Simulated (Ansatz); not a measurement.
# CH6BGeI: vertical spin-state energies from a Python script

A script is to give vertical spin-state energies; the system is CH6BGeI. SMILES: C[B]([GeH3])I.

Program: the Python package of Ansatz 0.2.0. Level of theory: r2SCAN/def2-TZVP. These are calculated values, not measurements.

## (1) The system

Bond lengths: C1–B2 1.549 Å, B2–Ge3 1.990 Å, B2–I4 2.140 Å, C1–H5 1.089 Å, C1–H6 1.135 Å, C1–H7 1.145 Å, Ge3–H8 1.521 Å, Ge3–H9 1.605 Å, Ge3–H10 1.570 Å. Angles (14 of 15 angles, heavy atoms first): C1–B2–Ge3 118.5°, C1–B2–I4 122.5°, Ge3–B2–I4 119.0°, B2–C1–H5 113.7°, B2–C1–H6 111.9°, B2–C1–H7 110.0°, B2–Ge3–H8 111.9°, B2–Ge3–H9 110.5°, B2–Ge3–H10 110.4°, H5–C1–H6 110.7°, H5–C1–H7 105.9°, H6–C1–H7 104.0°, H8–Ge3–H9 109.7°, H8–Ge3–H10 107.3°.

Input file ch6bgei.xyz:

```xyz
10

C    -0.34680    1.33540   -0.61460
B    -0.53210   -0.18350   -0.37620
Ge    0.73280   -1.11230    0.84690
I    -2.04250   -1.32710   -1.37060
H     0.60320    1.59350   -1.07920
H    -0.50460    1.93570    0.33550
H    -1.15800    1.72160   -1.32410
H     0.45570   -2.60550    0.92300
H     0.66560   -0.47350    2.31810
H     2.20980   -0.93550    0.34430
```

## (2) The code

Input file spin_ch6bgei.py:

```python
'''Vertical spin-state energies of CH6BGeI.'''

import ansatz as az

system = az.Crystal.molecule_from_extxyz('ch6bgei.xyz')

calculation = system.calculation().basis(gaussian='def2-TZVP').functional('r2scan')
found = {}
for unpaired in [0, 2]:
    summary = calculation.spin('collinear', total=unpaired).run(threads=1).report
    s = unpaired / 2
    found[unpaired] = summary['free_energy_ev']
    print(f'2S+1 = {unpaired + 1}: E = {found[unpaired]:.5f} eV, <S^2> = {abs(summary["mean_field"]["state"]["spin_squared"]):.3f} (pure state {s * (s + 1):.2f})')
lowest = min(found, key=found.get)
for unpaired, e in found.items():
    print(f'multiplicity {unpaired + 1}: {96.485332 * (e - found[lowest]):.1f} kJ/mol above the lowest')
```

## (3) The input behind the calls

The package turns the script's settings into the engine's input (first run):

```yaml
crystal:
  periodic: [false, false, false]
  atoms:
    - { symbol: C, position_ang: [-0.3468, 1.3354, -0.6146] }
    - { symbol: B, position_ang: [-0.5321, -0.1835, -0.3762] }
    - { symbol: Ge, position_ang: [0.7328, -1.1123, 0.8469] }
    - { symbol: I, position_ang: [-2.0425, -1.3271, -1.3706] }
    - { symbol: H, position_ang: [0.6032, 1.5935, -1.0792] }
    - { symbol: H, position_ang: [-0.5046, 1.9357, 0.3355] }
    - { symbol: H, position_ang: [-1.158, 1.7216, -1.3241] }
    - { symbol: H, position_ang: [0.4557, -2.6055, 0.923] }
    - { symbol: H, position_ang: [0.6656, -0.4735, 2.3181] }
    - { symbol: H, position_ang: [2.2098, -0.9355, 0.3443] }
basis:
  gaussian:
    orbitals: def2-TZVP
hamiltonian:
  xc: r2scan
magnetization:
  spin_polarized: true
  initial_magnetization: 0.0
```

## (4) Running it

Started as:

```sh
python spin_ch6bgei.py
```

**Question.** Which spin state is lowest at this geometry, and how far above lie the others?

As calculated:

| quantity | value |
| --- | --- |
| runs compared | 2 |
| lowest | run 1 (2S+1 = 1) |
| next above it by | 3.034 eV |

In order: multiplicity 1 (+0.00 eV) and multiplicity 3 (+3.03 eV), all at the one geometry. The geometry is a force-field or estimated start, not a minimum of this method, and the basis set is short of its limit. All parts are taken at fixed geometry, without zero-point energy. def2 sets replace the cores of elements past krypton by effective core potentials. Spin-orbit coupling, which mixes and shifts the spin states of heavy atoms, is left out.
